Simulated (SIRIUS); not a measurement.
## TiSn under changes of volume

One of the cells (22.404 Å³/atom); the others are scaled copies at fixed shape and fractional positions:

```
Ti Sn
1.0
     0.00000    2.81910    2.81910
     2.81910    0.00000    2.81910
     2.81910    2.81910    0.00000
Ti Sn
1 1
Cartesian
  0.0000 0.0000 0.0000
  2.8191 2.8191 2.8191
```

The cell was built by a generator and needn't be a form met in nature.

| Quantity | Value |
| --- | --- |
| Program | SIRIUS 7.10.0 |
| Functional | PBE |
| Potentials or basis | PseudoDojo 0.4.1 PBE standard (scalar relativistic) |
| Cutoff | 1152 eV |
| Density cutoff | 4606 eV |
| k mesh | 8 × 8 × 8 |
| Occupations | fermi-dirac, width 0.05 eV |
| Spin | no spin polarisation |

```csv
volume (Å³/atom),energy over the lowest point (meV/atom),pressure (GPa)
20.647,21.47,6.0
21.086,?,?
21.526,0.48,1.8
22.404,0.00,-1.5
22.844,6.20,-3.0
23.283,16.11,-4.2
```

What does the run at 21.086 Å³/atom give?

Energy over the lowest point 8.13 meV/atom; pressure 3.8 GPa.

Worked out: A Birch-Murnaghan fit of order 3 (a polynomial in V^(-2/3)) to the other rows has its minimum at 21.98 Å³/atom with B0 = V·E''(V) = 83 GPa and B' = 4.3. It gives 8.14 meV/atom at 21.086 Å³/atom, against the run's 8.13, and -dE/dV = 3.8 GPa, against 3.8.

Energies are extrapolated to zero smearing.
